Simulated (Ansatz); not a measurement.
**ClFHSn radical: how energies converge with the basis set**

An exercise on one series of results from a longer session: the logs are not shown, and one member is left open.

Computed with Ansatz 0.2.0, Gaussian basis. Level: one geometry, several basis sets.

Plan: PBE0-D4/def2-SVP; ωB97M-V/def2-SVP; PBE0-D4/def2-QZVPP; ωB97M-V/def2-QZVPP; the functionals' def2-TZVPP values are taken from earlier runs.

**The relaxed structure**

The geometry comes from an earlier relaxation with PBE0-D4 in a triple-zeta def2 set; it is a stationary point. Sn takes the def2 core potential; no spin-orbit term is included.

SMILES `[F][SnH][Cl]`, 4 atoms, charge 0, spin multiplicity 2.

Atoms are counted from 1 here; the program's logs count them from 0.

Bond lengths: F1–Sn2 1.923 Å, Sn2–Cl3 2.331 Å, Sn2–H4 1.741 Å. Angles: F1–Sn2–Cl3 103.7°, F1–Sn2–H4 104.5°, Cl3–Sn2–H4 108.4°.

The first run:

File in.yaml:

```yaml
crystal:
  periodic: [false, false, false]
  atoms:
    - {symbol: F, position_ang: [-1.514764, 0.260969, 0.860576]}
    - {symbol: Sn, position_ang: [-0.250502, -0.208700, -0.509943]}
    - {symbol: Cl, position_ang: [1.378019, -1.422433, 0.633498]}
    - {symbol: H, position_ang: [0.442848, 1.309864, -1.004331]}
basis:
  gaussian: {orbitals: def2-SVP}
magnetization: {spin_polarized: true, initial_magnetization: 1}
hamiltonian: {xc: pbe0, dispersion: d4}
output: {orbitals: {seedname: orbitals}}
```

The run is started by

```
> ansatz run in.yaml --threads 2 --pin off --events-out ev --progress --plain --max-ram 32768MiB --backend cpu
```

Steps of the session up to this table: PBE0-D4 in def2-SVP; ωB97M-V in def2-SVP; PBE0-D4 in def2-QZVPP; ωB97M-V in def2-QZVPP.

One table of the session follows, with a row left open; its other results are not shown here.

It belongs to the step «Density functionals: the series». 

```
functional       basis  HOMO (eV)  LUMO (eV)
   PBE0-D4    def2-SVP          ?          ?
   PBE0-D4  def2-TZVPP      -7.38      -4.35
   PBE0-D4  def2-QZVPP      -7.40      -4.37
   ωB97M-V    def2-SVP      -9.22      -2.41
   ωB97M-V  def2-TZVPP      -9.41      -2.59
   ωB97M-V  def2-QZVPP      -9.44      -2.64
```

Q: Estimate the row for PBE0-D4, def2-SVP from the others.

As computed: HOMO (eV): -7.23; LUMO (eV): -4.24. In the column «HOMO (eV)» it is the highest.
